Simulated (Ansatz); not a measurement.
# KRb2BeF6: the cost of one run

Method: reference: DFT PBE, plane waves, PAW, scalar-relativistic, no spin polarisation, in Ansatz 0.2.0.

### Step 1. The system as given

It takes space group Fm-3m (No. 225, cubic). Conventional cell: a = 8.713 Å, b = 8.713 Å, c = 8.713 Å, α = 90.00°, β = 90.00°, γ = 90.00°. Around F (site symmetry 4mm) lie 1 Be at 1.92 Å and 1 K at 2.44 Å. Around Rb (site symmetry -43m) lie 12 F at 3.09 Å. K (site symmetry m-3m) is surrounded by 6 F at 2.44 Å. Be (site symmetry m-3m) has 6 F at 1.92 Å as nearest neighbours.

As a file:

```cif
data_structure
_symmetry_space_group_name_H-M 'Fm-3m'
_symmetry_Int_Tables_number 225
_cell_length_a 8.7131
_cell_length_b 8.7131
_cell_length_c 8.7131
_cell_angle_alpha 90.000
_cell_angle_beta 90.000
_cell_angle_gamma 90.000
_cell_volume 661.49
loop_
_atom_site_label
_atom_site_type_symbol
_atom_site_symmetry_multiplicity
_atom_site_Wyckoff_symbol
_atom_site_fract_x
_atom_site_fract_y
_atom_site_fract_z
_atom_site_occupancy
F1 F 24 e 0.22000 0.00000 0.00000 1
Rb1 Rb 8 c 0.25000 0.75000 0.75000 1
K1 K 4 b 0.50000 0.00000 0.00000 1
Be1 Be 4 a 0.00000 0.00000 0.00000 1
```

### Step 2. The reference run

input.yaml reads:

```yaml
crystal:
  lattice:
    - [0.0, 4.356563, 4.356563]
    - [4.356563, 0.0, 4.356563]
    - [4.356563, 4.356563, 0.0]
  atoms:
    - { symbol: F, position: [0.78, 0.22, 0.22] }
    - { symbol: F, position: [0.22, 0.78, 0.22] }
    - { symbol: F, position: [0.22, 0.78, 0.78] }
    - { symbol: F, position: [0.78, 0.22, 0.78] }
    - { symbol: F, position: [0.22, 0.22, 0.78] }
    - { symbol: F, position: [0.78, 0.78, 0.22] }
    - { symbol: Rb, position: [0.25, 0.25, 0.25] }
    - { symbol: Rb, position: [0.75, 0.75, 0.75] }
    - { symbol: K, position: [0.5, 0.5, 0.5] }
    - { symbol: Be, position: [0.0, 0.0, 0.0] }
  symmetry: { tolerance: 0.0003 }
kpoints:
  mp_grid: { grid: [4, 4, 4], shift: [0, 0, 0] }
magnetization:
  spin_polarized: false
scf:
  occupations: { method: fermi_dirac }
hamiltonian:
  pseudopotentials: { kind: paw }
  xc: pbe
basis:
  ecutwfc: 420
output:
  forces: true
  stress: true
  eigenvalues: true
  write_density: true
  write_potential: true
  elf: true
  volumetric_format: npy
```

Launch:

```bash
$ ansatz run input.yaml --threads 1 --pin off --max-ram 2560MiB --backend cpu --events-out ev --progress --plain --runs-dir out
```

What time and memory should one allow on 1 thread of AMD EPYC 7R43 (Zen 3), shared host?

About 4.6 s, with a peak of 0.5 GiB.
